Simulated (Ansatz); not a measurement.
# SiClF₂ radical: a relaxed scan of the bond length Si2–Cl4

One table from this session's results is given with a row withheld; the runs are named, their logs left out.

Method: single points in def2-TZVPP; program: Ansatz 0.2.0, Gaussian basis.

Levels: PBE-D4, r2SCAN-D4, PBE0-D4, B3LYP-D4, wB97M-V, Hartree-Fock, MP2, CCSD, CCSD(T). The scan takes 1.669, 1.755, 1.881, 2.027, 2.190, 2.365, 2.551 Å.

Correlated methods freeze the cores. Orbitals are unrestricted. B3LYP uses VWN-RPA correlation.

23 further runs of the same task are left out: 23 set aside as unsound or not needed.

### Starting geometry

The minimum, relaxed at PBE0-D4: SMILES `F[Si](F)Cl`, 4 atoms, charge 0, spin multiplicity 2.

Atoms are counted from 1 here; the program's logs count them from 0.

Bond lengths: F1–Si2 1.585 Å, Si2–F3 1.585 Å, Si2–Cl4 2.036 Å. Angles: F1–Si2–F3 107.0°, F1–Si2–Cl4 108.9°, F3–Si2–Cl4 108.9°.

Geometry (Å):

```tsv
atom	x (Å)	y (Å)	z (Å)
F1	1.30815	0.12896	0.79804
Si2	0.22125	-0.31649	-0.26566
F3	-0.87182	-1.15738	0.51494
Cl4	-0.65758	1.34490	-1.04731
```

Energies of the minimum (eV), from earlier single points: PBE-D4 -25826.52048, r2SCAN-D4 -25837.11501, PBE0-D4 -25828.16945, B3LYP-D4 -25841.68561, wB97M-V -25838.34281, CCSD(T) -25807.18428.

At the minimum the bond length Si2–Cl4 is 2.036 Å.

The first run:

relax/in.yaml reads:

```yaml
crystal:
  periodic: [false, false, false]
  atoms:
    - {symbol: F, position_ang: [1.308150, 0.128960, 0.798038]}
    - {symbol: Si, position_ang: [0.221247, -0.316488, -0.265662]}
    - {symbol: F, position_ang: [-0.871824, -1.157375, 0.514943]}
    - {symbol: Cl, position_ang: [-0.499322, 1.045718, -0.906549]}
basis:
  gaussian: {orbitals: def2-TZVP}
magnetization: {spin_polarized: true, initial_magnetization: 1}
hamiltonian: {xc: pbe0, dispersion: d4}
relax: {f_tol: 0.005, max_steps: 200, constraints: [{distance: [1, 3]}]}
```

The command line of these runs was not kept.

Steps of the session up to this table: Si2–Cl4 = 1.669 Å; Si2–Cl4 = 1.755 Å; Si2–Cl4 = 1.881 Å; Si2–Cl4 = 2.027 Å; Si2–Cl4 = 2.190 Å; Si2–Cl4 = 2.365 Å; Si2–Cl4 = 2.551 Å.

One table of the session follows, with a row left open; its other results are not shown here.

It belongs to the step «The curves». Energies less that of the minimum at the same level (eV):

| bond length (Å) | PBE-D4 | PBE0-D4 | B3LYP-D4 | wB97M-V | Hartree-Fock |
| --- | --- | --- | --- | --- | --- |
| 1.669 | 2.390 | 2.287 | 2.370 | 2.338 | 2.377 |
| 1.755 | 1.229 | 1.144 | 1.212 | 1.182 | 1.187 |
| 1.881 | ? | ? | ? | ? | ? |
| 2.027 | 0.004 | 0.001 | 0.003 | 0.002 | 0.000 |
| 2.036 (minimum) | 0.000 | 0.000 | 0.000 | 0.000 | 0.000 |
| 2.190 | 0.115 | 0.170 | 0.126 | 0.155 | 0.195 |
| 2.365 | 0.483 | 0.601 | 0.504 | 0.574 | 0.678 |
| 2.551 | 0.959 | 1.140 | 0.986 | 1.105 | 1.277 |

Estimate the missing values for bond length (Å) = 1.881.

Worked estimate for «PBE-D4». A straight line through the neighbours (1.755, 1.229) and (2.027, 0.004) gives 1.229 + (0.004 − 1.229) × (1.881 − 1.755) / (2.027 − 1.755) = 0.662; a parabola fitted to 4 rows on both sides gives 0.408.

The run gave: PBE-D4: 0.328; PBE0-D4: 0.279; B3LYP-D4: 0.318; wB97M-V: 0.298; Hartree-Fock: 0.285. In «PBE-D4» the line misses by +0.334 and the parabola by +0.080.

To keep in mind: A polynomial through the near points puts the CCSD(T) minimum 0.004 Å below the PBE0-D4 value.
